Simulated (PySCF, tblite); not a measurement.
# C₃H₄FN₂S radical: geometry, infrared bands and EPR parameters

Wanted: the infrared bands and EPR parameters of C₃H₄FN₂S radical (`FCC1=NS[N]C1`), by calculation.

Programs: tblite 0.8.0 and PySCF 2.14.0, with density-fitted response routines of our own. Each step states its level of theory. These are calculated values for one molecule in the gas phase, unless marked as measured. Atoms are numbered from 0 throughout.

## Step 1: Starting geometry

11 atoms, charge 0, multiplicity 2; geometry from: force field or distance geometry start.

Bonds of the start (Å): F0–C1 1.37, C1–C2 1.52, C2–N3 1.26, N3–S4 1.77, S4–N5 1.80, N5–C6 1.45, C6–C2 1.46, C1–H7 1.07, C1–H8 1.13, C6–H9 1.12, C6–H10 1.11.

## Step 2: Geometry optimisation with GFN2-xTB

The job: settings as JSON, then the geometry in Å.

```
{"job": {"kind": "relax", "xc": "GFN2-xTB", "basis": "xTB"}, "charge": 0, "multiplicity": 2}
F     -1.717000     1.209400    -0.682100
C     -1.553500     0.017500    -0.036700
C     -0.082800    -0.355600    -0.169900
N      0.265100    -1.409000    -0.767000
S      2.030200    -1.419000    -0.676300
N      2.106300    -0.309000     0.732300
C      0.984500     0.511800     0.330100
H     -2.227900    -0.721900    -0.425900
H     -1.787500     0.196700     1.049200
H      0.637600     1.176900     1.159400
H      1.350500     1.105000    -0.539100
```

The run is started by

```
$ OMP_NUM_THREADS=1 python probes_run.py task.json out
```

This one command runs all jobs of the session in turn.

**Question.** This job is followed by: GFN2-xTB harmonic vibrations, gas phase; UKS B3LYP, pcH-1 on C F H N S, non-relativistic, mean-field spin-orbit, GIAO. What will the session give for the following? strongest single infrared mode (GFN2-xTB); zero-point energy (GFN2-xTB); g(iso) (B3LYP); ⟨S²⟩; largest a(iso) (averaged by class); potential on the surface of density 0.002 e/bohr³, 1st and 99th percentile.

The runs gave:

```
                                                                  quantity                     value
                                 strongest single infrared mode (GFN2-xTB)       849 cm⁻¹, 93 km/mol
                                              zero-point energy (GFN2-xTB)             44.5 kcal/mol
                                                            g(iso) (B3LYP)                   2.00448
                                                                      ⟨S²⟩        0.757 (exact 0.75)
                                        largest a(iso) (averaged by class)  1H on H9, H10, 155.0 MHz
potential on the surface of density 0.002 e/bohr³, 1st and 99th percentile        -1.57 V and 1.25 V
```

What this shows: Relaxing lowered the energy by 1.224 eV in 76 steps; the close pair that moved most is S4–N5, from 1.795 to 1.597 Å. All 27 modes are real, so the xTB geometry is a minimum. The strongest single mode, at 849 cm⁻¹, moves mainly N5. Unscaled tight-binding wavenumbers are off by several per cent, some by more. Its intensities can rank the bands wrongly. The largest share of the spin, 0.62 e, sits on N5. The isotropic g lies 2.2 ppt above the free-electron value. The conformer search found further structures of the same energy, which may be mirror or relabelled copies of this one.
